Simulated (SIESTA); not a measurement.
AlCu3:

```
Cu Al
1.0
     3.63738    0.00000    0.00000
     0.00000    3.63738    0.00000
     0.00000    0.00000    3.63738
Cu Al
3 1
Direct
  0.00000 0.50000 0.50000
  0.50000 0.00000 0.50000
  0.50000 0.50000 0.00000
  0.00000 0.00000 0.00000
```

The cell comes from a database or a generator and needn't be the stable form of this composition.

```yaml
Program: SIESTA 5.4.2
Task: single point
Functional: PBEsol
Potentials_or_basis: PseudoDojo 0.4 standard (PBEsol files)
Basis: DZP (energy shift 0.003 Ry; two zetas on semicore shells)
Grid_cutoff: 800 Ry
Energy_shift: 0.003 Ry
k_mesh: 7 × 7 × 7
Occupations: fermi-dirac, width 0.05 eV
Spin: no spin polarisation
```

On this cell: pressure -1.7 GPa; largest force zero by symmetry; band gap on the k mesh none (metal or under the smearing width).

The same run follows on a disturbed copy (atoms moved at random, drawn with an rms of 0.05 Å):

```
Cu Al
1.0
     3.63738    0.00000    0.00000
     0.00000    3.63738    0.00000
     0.00000    0.00000    3.63738
Cu Al
3 1
Direct
  0.99622 0.49126 0.51297
  0.51009 0.00439 0.51140
  0.50622 0.50064 0.00781
  0.99868 0.00330 0.00018
```

Question: What changes?

Answer: The energy (extrapolated to zero smearing) moves by +6.5 meV/atom; pressure -1.3 GPa; largest force 0.493 eV/Å; band gap on the k mesh none (metal or under the smearing width).

Forces in eV/Å, atoms in the order of the input:
```
Cu   0.307  0.307 -0.234
Cu  -0.318 -0.216 -0.190
Cu  -0.228  0.097  0.116
Al   0.239 -0.187  0.305
```

Stress tensor (GPa, compression positive):
```
-1.32  0.14  0.04
 0.14 -1.33 -0.09
 0.04 -0.09 -1.34
```

Caveats: short orbitals over semicore shells can move pressures by several GPa; the basis of atomic orbitals isn't converged, which shifts pressures, moduli and gaps.
